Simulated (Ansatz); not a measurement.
# CH6ClNSSi: one species, many methods

An exercise on one series of results from a longer session: the logs are not shown, and one member is left open.

Program: Ansatz 0.2.0, Gaussian basis. Level of theory: functionals in def2-TZVPP, the program's frozen cores in correlated methods. These are calculated values, not measurements.

Plan: PBE-D4, r2SCAN-D4, PBE0-D4, B3LYP-D4, ωB97X-V, ωB97M-V, B2PLYP; CCSD(T)/def2-TZVPP; MP2/def2-QZVPP; extrapolation to the limit.

## The relaxed structure

All runs share one geometry, relaxed beforehand with PBE0-D4 in a triple-zeta def2 set.

SMILES `N[SiH](S)CCl`, 11 atoms, charge 0, spin multiplicity 1.

Atoms are counted from 1 here; the program's logs count them from 0.

Bond lengths: N1–Si2 1.709 Å, N1–H6 1.009 Å, N1–H7 1.008 Å, Si2–S3 2.142 Å, Si2–C4 1.882 Å, Si2–H8 1.483 Å, S3–H9 1.345 Å, C4–Cl5 1.791 Å, C4–H10 1.090 Å, C4–H11 1.089 Å. Angles: Si2–N1–H6 117.9°, Si2–N1–H7 119.7°, H6–N1–H7 110.7°, N1–Si2–S3 118.2°, N1–Si2–C4 105.8°, N1–Si2–H8 109.6°, S3–Si2–C4 109.0°, S3–Si2–H8 103.1°, C4–Si2–H8 111.1°, Si2–S3–H9 93.7°, Si2–C4–Cl5 109.2°, Si2–C4–H10 111.7°, Si2–C4–H11 112.1°, Cl5–C4–H10 107.1°, Cl5–C4–H11 107.3°, H10–C4–H11 109.3°.

As a file:

```xyz
11
charge 0, multiplicity 1
N    -1.4699    0.7809    0.2291
Si   -0.0828   -0.0880    0.7196
S     1.6441    1.0216    1.3318
C     0.3775   -1.1856   -0.7384
Cl    0.7049   -0.1583   -2.1689
H    -1.4781    1.1700   -0.7021
H    -1.9273    1.4007    0.8791
H    -0.4040   -0.9008    1.9181
H     1.8592    1.5294    0.1047
H    -0.4360   -1.8600   -1.0075
H     1.2779   -1.7669   -0.5448
```

Set-up of the first run:

Input file in.yaml:

```yaml
crystal:
  periodic: [false, false, false]
  atoms:
    - {symbol: N, position_ang: [-1.469863, 0.780877, 0.229104]}
    - {symbol: Si, position_ang: [-0.082767, -0.087984, 0.719557]}
    - {symbol: S, position_ang: [1.644108, 1.021551, 1.331830]}
    - {symbol: C, position_ang: [0.377477, -1.185612, -0.738433]}
    - {symbol: Cl, position_ang: [0.704866, -0.158294, -2.168938]}
    - {symbol: H, position_ang: [-1.478132, 1.170043, -0.702086]}
    - {symbol: H, position_ang: [-1.927272, 1.400659, 0.879091]}
    - {symbol: H, position_ang: [-0.404012, -0.900771, 1.918079]}
    - {symbol: H, position_ang: [1.859233, 1.529393, 0.104730]}
    - {symbol: H, position_ang: [-0.436028, -1.859969, -1.007526]}
    - {symbol: H, position_ang: [1.277890, -1.766895, -0.544809]}
basis:
  gaussian: {orbitals: def2-TZVPP}
hamiltonian: {xc: pbe, dispersion: d4}
output: {forces: true, orbitals: {seedname: orbitals}}
```

Command:

```sh
$ ansatz run in.yaml --threads 4 --pin off --events-out ev --progress --plain --max-ram 10444MiB
```

Among the steps run: PBE-D4 (GGA); r2SCAN-D4 (meta-GGA); PBE0-D4 (hybrid); B3LYP-D4 (hybrid); ωB97X-V (range-separated); ωB97M-V (range-separated); B2PLYP (double hybrid); CCSD(T) in def2-TZVPP; MP2 in def2-QZVPP.

One of the session's tables, all rows but one given; the rest of the session is left out.

It belongs to the step «Atomisation energies». 

| method | atomisation energy (eV) |
| --- | --- |
| PBE-D4 | 39.033 |
| r2SCAN-D4 | 38.454 |
| PBE0-D4 | 38.447 |
| B3LYP-D4 | 38.359 |
| ωB97X-V | 38.695 |
| ωB97M-V | 38.704 |
| B2PLYP | 37.822 |
| HF/def2-TZVPP | 27.224 |
| MP2/def2-TZVPP | ? |
| CCSD/def2-TZVPP | 36.616 |
| CCSD(T)/def2-TZVPP | 37.235 |
| MP2/CBS | 38.995 |
| CCSD(T)/CBS | 38.485 |

Estimate the missing values for MP2/def2-TZVPP.

As computed: atomisation energy (eV): 37.746. In the column «atomisation energy (eV)» it lies between CCSD(T)/def2-TZVPP (37.235) and B2PLYP (37.822).
